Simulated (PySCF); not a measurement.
# C₉H₁₂+ (doublet): open-shell or spin-flip excitations

What do calculations give for the open-shell or spin-flip excitations of C₉H₁₂+ (doublet) (`CC#CC=C1CCCC1`)?

Computed with PySCF 2.14.0 and routines of our own; the level stands in each step. Atoms count from 0.

## Step 1: The system as given

21 atoms, charge 1, multiplicity 2; geometry from: GFN2-xTB.

## Step 2: Open-shell or spin-flip excitations: unrestricted TDA wB97X-D/def2-SVP

The job: settings as JSON, then the geometry in Å.

```
{"job": {"kind": "uabs", "xc": "wB97X-D", "basis": "def2-SVP", "nstates": 10, "tda": true}, "charge": 1, "multiplicity": 2}
C      4.133030    -1.159887     0.072201
C      2.931626    -0.437178     0.272029
C      1.893181     0.186242     0.445380
C      0.747495     0.918060     0.646049
C     -0.485774     0.568699     0.125636
C     -0.768546    -0.632247    -0.682487
C     -2.296266    -0.705186    -0.767752
C     -2.729937     0.759354    -0.662775
C     -1.710215     1.366640     0.303245
H      3.961056    -2.075223    -0.493037
H      4.587819    -1.396783     1.038217
H      4.851720    -0.529383    -0.460176
H      0.840044     1.820378     1.239851
H     -0.292240    -1.533771    -0.293370
H     -0.342587    -0.472860    -1.682421
H     -2.640359    -1.176608    -1.684427
H     -2.685556    -1.277424     0.075479
H     -2.649242     1.248836    -1.634711
H     -3.753621     0.868122    -0.314491
H     -1.549953     2.440043     0.178639
H     -2.050597     1.237119     1.340640
```

Level: unrestricted TDA wB97X-D/def2-SVP, vertical, gas phase, core orbitals frozen in the response.

Started as:

```bash
$ OMP_NUM_THREADS=1 python excited_run.py task.json out
```

The driver reads the jobs from task.json and runs them one after another.

Output:

```text
coarse grid: 17216 points
cycle   1  E = -349.3536304526  dE =  1.948e+00  |g| = 2.371e-01  |ddm| = 3.466e+00
cycle   2  E = -349.3771854126  dE = -2.355e-02  |g| = 1.680e-01  |ddm| = 7.068e-01
cycle   3  E = -349.3912868396  dE = -1.410e-02  |g| = 4.631e-02  |ddm| = 2.350e-01
cycle   4  E = -349.3925512260  dE = -1.264e-03  |g| = 2.064e-02  |ddm| = 8.950e-02
cycle   5  E = -349.3928274438  dE = -2.762e-04  |g| = 7.125e-03  |ddm| = 2.578e-02
cycle   6  E = -349.3928988221  dE = -7.138e-05  |g| = 3.894e-03  |ddm| = 1.274e-02
cycle   7  E = -349.3929358589  dE = -3.704e-05  |g| = 2.056e-03  |ddm| = 9.806e-03
cycle   8  E = -349.3929494049  dE = -1.355e-05  |g| = 1.061e-03  |ddm| = 7.039e-03
cycle   9  E = -349.3929532614  dE = -3.857e-06  |g| = 5.272e-04  |ddm| = 4.050e-03
final grid: 165336 points
cycle  10  E = -349.4540298206  dE = -1.305e-04  |g| = 3.111e-03  |ddm| = 4.016e-02
cycle  11  E = -349.4540358322  dE = -6.012e-06  |g| = 1.876e-03  |ddm| = 7.218e-03
cycle  12  E = -349.4540379228  dE = -2.091e-06  |g| = 5.695e-04  |ddm| = 2.352e-03
cycle  13  E = -349.4540385108  dE = -5.880e-07  |g| = 2.712e-04  |ddm| = 1.405e-03
cycle  14  E = -349.4540386438  dE = -1.330e-07  |g| = 1.603e-04  |ddm| = 6.249e-04
cycle  15  E = -349.4540387086  dE = -6.481e-08  |g| = 7.675e-05  |ddm| = 5.068e-04
cycle  16  E = -349.4540387207  dE = -1.207e-08  |g| = 4.392e-05  |ddm| = 1.965e-04
cycle  17  E = -349.4540387258  dE = -5.087e-09  |g| = 2.494e-05  |ddm| = 1.464e-04
cycle  18  E = -349.4540387275  dE = -1.695e-09  |g| = 9.795e-06  |ddm| = 9.288e-05
cycle  19  E = -349.4540387277  dE = -2.610e-10  |g| = 4.125e-06  |ddm| = 3.740e-05
converged SCF energy = -349.4540387277

Static polarisability (au): isotropic 106.685, principal 59.351 79.405 181.299

<S^2> of the reference = 0.7664 (exact 0.7500)

Excitations
state   eV       nm        f      <S^2>   main configurations
  1   1.5129    819.5   0.00009   0.785   Hb->Lb 0.96
  2   3.2813    377.9   0.09506   0.762   H-2b->Lb 0.83, Ha->La 0.11
  3   3.6707    337.8   0.01793   0.829   H-1b->Lb 0.93
  4   3.9204    316.3   0.00237   0.834   H-4b->Lb 0.67, H-5b->Lb 0.22
  5   4.0672    304.8   0.00032   0.827   H-3b->Lb 0.86
  6   4.2478    291.9   0.00480   0.855   H-5b->Lb 0.60, H-4b->Lb 0.26
  7   4.5148    274.6   0.52289   0.836   Ha->La 0.78, H-2b->Lb 0.10
  8   4.8245    257.0   0.00072   1.141   H-6b->Lb 0.73, H-1a->La 0.12
  9   4.9468    250.6   0.00020   1.660   H-1a->La 0.81, H-6b->Lb 0.12
 10   5.5768    222.3   0.00342   0.966   H-7b->Lb 0.79
```

Wall time 4.1 min (1 thread of Intel Xeon at 2.50GHz, shared host); peak memory 0.8 GiB.

In short:

| quantity | value |
| --- | --- |
| ⟨S²⟩ | 0.766 |

Löwdin spin populations:

C0 0.00; C1 0.36; C2 0.02; C3 0.22; C4 0.27; C5 0.01; C6 0.00; C7 0.00; C8 0.01; H9 0.00; H10 0.02; H11 0.02; H12 0.00; H13 0.01; H14 0.02; H15 0.00; H16 0.00; H17 0.00; H18 0.00; H19 0.01; H20 0.03

## Step 3: Open-shell or spin-flip excitations: unrestricted TDDFT mPW1PW91/def2-SVP in dimethylsulfoxide

The job, as its differences from that of step 2:

```diff
@@ -1,2 +1,2 @@
-{"job": {"kind": "uabs", "xc": "wB97X-D", "basis": "def2-SVP", "nstates": 10, "tda": true}, "charge": 1, "multiplicity": 2}
+{"job": {"kind": "uabs", "xc": "mPW1PW91", "basis": "def2-SVP", "nstates": 4, "tda": false, "solvent": "dimethylsulfoxide", "grid": 1}, "charge": 1, "multiplicity": 2}
 C      4.133030    -1.159887     0.072201
```

Level: unrestricted TDDFT mPW1PW91/def2-SVP, vertical, IEF-PCM dimethylsulfoxide (non-equilibrium linear response), core orbitals frozen in the response.

Output:

```text
final grid: 76288 points
cycle   1  E = -349.5449942653  dE =  1.427e+00  |g| = 2.398e-01  |ddm| = 3.494e+00
cycle   2  E = -349.5433352964  dE =  1.659e-03  |g| = 2.527e-01  |ddm| = 6.246e-01
cycle   3  E = -349.5756453447  dE = -3.231e-02  |g| = 4.369e-02  |ddm| = 2.844e-01
cycle   4  E = -349.5763813055  dE = -7.360e-04  |g| = 2.673e-02  |ddm| = 6.805e-02
cycle   5  E = -349.5767842401  dE = -4.029e-04  |g| = 7.838e-03  |ddm| = 3.240e-02
cycle   6  E = -349.5768257818  dE = -4.154e-05  |g| = 4.052e-03  |ddm| = 1.079e-02
cycle   7  E = -349.5768418148  dE = -1.603e-05  |g| = 1.739e-03  |ddm| = 6.563e-03
cycle   8  E = -349.5768487450  dE = -6.930e-06  |g| = 7.994e-04  |ddm| = 6.138e-03
cycle   9  E = -349.5768498196  dE = -1.075e-06  |g| = 3.634e-04  |ddm| = 2.119e-03
cycle  10  E = -349.5768501534  dE = -3.338e-07  |g| = 2.010e-04  |ddm| = 1.320e-03
cycle  11  E = -349.5768502233  dE = -6.998e-08  |g| = 1.074e-04  |ddm| = 5.679e-04
cycle  12  E = -349.5768502477  dE = -2.438e-08  |g| = 3.260e-05  |ddm| = 4.268e-04
cycle  13  E = -349.5768502486  dE = -9.273e-10  |g| = 1.919e-05  |ddm| = 7.013e-05
converged SCF energy = -349.5768502486

Static polarisability (au): isotropic 148.341, principal 79.918 107.607 257.497

<S^2> of the reference = 0.7612 (exact 0.7500)

Excitations
state   eV       nm        f      <S^2>   main configurations
  1   1.4688    844.1   0.00010   0.771   Hb->Lb 0.98
  2   2.9802    416.0   0.09747   0.766   H-2b->Lb 0.81, H-1b->Lb 0.10
  3   3.1384    395.1   0.02603   0.781   H-1b->Lb 0.90, H-2b->Lb 0.09
  4   3.6085    343.6   0.00257   0.788   H-4b->Lb 0.88, H-5b->Lb 0.09
```

Run time: 3.1 min. Hardware: 1 thread of Intel Xeon at 2.50GHz, shared host; peak memory 1 GiB.

From this job:

| quantity | value |
| --- | --- |
| ⟨S²⟩ | 0.761 |

## Step 4: Summary of results

| quantity | value |
| --- | --- |
| lowest and brightest state of nearly pure spin, of 10 (step 2, unrestricted TDA wB97X-D/def2-SVP) | 1.51 eV; 4.51 eV, f = 0.523 |
| lowest and brightest state of nearly pure spin, of 4 (step 3, unrestricted TDDFT mPW1PW91/def2-SVP in dimethylsulfoxide) | 1.47 eV; 2.98 eV, f = 0.097 |

States whose ⟨S²⟩ lies well above the reference's are mixtures of spin states, an artefact of the unrestricted response, and are left out of the summary. The lowest state of nearly pure spin runs from 1.47 to 1.51 eV over the runs.
